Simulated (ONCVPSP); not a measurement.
# Pseudopotential generation for Gd: ONCV, PBE

Task: generate the file, and judge it by its errors in other configurations, its logarithmic derivatives, its ghosts and its cutoff.

Program: ONCVPSP 4.0.1. Reference atom: PBE, scalar-relativistic, spherical and spin-unpolarised. All values are calculated.

**1. Starting point**

Typed settings, in words:

* element: gadolinium (Gd, Z = 64)
* type: optimised norm-conserving Vanderbilt (ONCV)
* frozen core: [Kr]
* valence charge: 28
* reference configuration: 4d10 4f6.5 5s2 5p6 5d1.5 6s2
* partial waves: 5s+6s: rc 2.15 bohr, ncon 3, nbas 6, qcut 4.7 1/bohr, 2 projectors; 5p: rc 1.65 bohr, ncon 4, nbas 8, qcut 5.8 1/bohr, 2 projectors, debl 1 Ha; 4d+5d: rc 0.95 bohr, ncon 4, nbas 9, qcut 17.9 1/bohr, 2 projectors; 4f: rc 1.10 bohr, ncon 4, nbas 8, qcut 12.9 1/bohr, 1 projector
* local potential: polynomial inside 0.75 bohr (lpopt 5, dvloc0 0 Ha)
* core correction: Teter function fitted to the true core (icmod 2), fcfact 0.3

An earlier all-electron run gives the scale for the radii.

All-electron outer shells of the reference configuration (PBE, scalar-relativistic, ld1.x):

| shell | level (eV) | outermost node (bohr) | outermost maximum (bohr) |
| --- | --- | --- | --- |
| 4p | -280.32 | 0.29 | 0.54 |
| 4d | -151.48 | 0.27 | 0.56 |
| 5s | -51.54 | 0.65 | 1.20 |
| 5p | -28.68 | 0.70 | 1.34 |
| 4f | -11.89 | – | 0.56 |
| 6s | -4.28 | 1.59 | 3.33 |
| 5d | -3.06 | 0.79 | 1.90 |
| 6p | -1.36 | 1.90 | 4.44 |

**2. Generation**

File Gd.dat:

```
# ATOM AND REFERENCE CONFIGURATION
# atsym  z   nc   nv     iexc    psfile
  Gd 64.00    8    6        4      upf
#
#   n    l    f
    1    0    2.00
    2    0    2.00
    2    1    6.00
    3    0    2.00
    3    1    6.00
    3    2   10.00
    4    0    2.00
    4    1    6.00
    4    2   10.00
    4    3    6.50
    5    0    2.00
    5    1    6.00
    5    2    1.50
    6    0    2.00
#
# PSEUDOPOTENTIAL AND OPTIMIZATION
# lmax
    3
#
#   l,   rc,      ep,       ncon, nbas, qcut
    0    2.15    0.00    3    6    4.70
    1    1.65    0.00    4    8    5.80
    2    0.95    0.00    4    9   17.90
    3    1.10    0.00    4    8   12.90
#
# LOCAL POTENTIAL
# lloc, lpopt,  rc(5),   dvloc0
    4    5    0.75    0.00
#
# VANDERBILT-KLEINMAN-BYLANDER PROJECTORs
# l, nproj, debl
    0    2    2.80
    1    2    1.00
    2    2    0.50
    3    1    1.50
#
# MODEL CORE CHARGE
# icmod, fcfact, rcfact
    2    0.30    1.20
#
# LOG DERIVATIVE ANALYSIS
# epsh1, epsh2, depsh
   -7.00    5.00    0.04
#
# OUTPUT GRID
# rlmax, drl
    6.00    0.01
#
# TEST CONFIGURATIONS
# ncnf
    4
# nvcnf
#   n    l    f
    6
    4    2   10.00
    4    3    7.00
    5    0    2.00
    5    1    6.00
    5    2    1.00
    6    0    2.00
#
    6
    4    2   10.00
    4    3    7.00
    5    0    2.00
    5    1    6.00
    5    2    1.00
    6    0    1.00
#
    6
    4    2   10.00
    4    3    7.00
    5    0    2.00
    5    1    6.00
    5    2    1.00
    6    0    0.00
#
    6
    4    2   10.00
    4    3    8.00
    5    0    2.00
    5    1    6.00
    5    2    0.00
    6    0    1.00
#
```

Launch:

```bash
oncvpsp.x < Gd.dat > Gd.out
```

**Question.** What will these runs give? Wanted: cutoffs for 1 and 0.1 mHa per electron, occupied waves; bound ghosts; GHOST(+) flags; largest test error; largest phase difference near zero energy, channels read; rms error of d²Exc/dn², without and with the model core; projector energies reset by the program.

**Answer**, as computed:

| quantity | value |
| --- | --- |
| cutoffs for 1 and 0.1 mHa per electron, occupied waves | 117 Ha and 226 Ha |
| bound ghosts | s at -438.22 eV, p at -142.89 eV |
| GHOST(+) flags | none at low energy |
| largest test error (AE − PS) | +139 meV, for 4d10 4f8 5s2 5p6 5d0 6s1 |
| largest phase difference near zero energy, channels read | 0.006 rad |
| rms error of d²Exc/dn², without and with the model core | 4.22 and 1.89 mHa |
| projector energies reset by the program | p: -1.054, 0.250 Ha |

**Reading.** It has a bound ghost (s, p), a state that the atom doesn't have, and that rules the file out. The worst unpolarised test, 4d10 4f8 5s2 5p6 5d0 6s1, is off by 139 meV on 1.5 eV; by total energies transferability rates as poor. By its cutoff, 117 Ha for the looser tolerance, it is very hard. Near zero energy the phases of the channels with partial waves agree within 0.006 rad. The pseudo curves have a pole with no partner nearby in the atom's: p at -5.25 Ha. These are tests on the free atom; a crystal test is still owed.
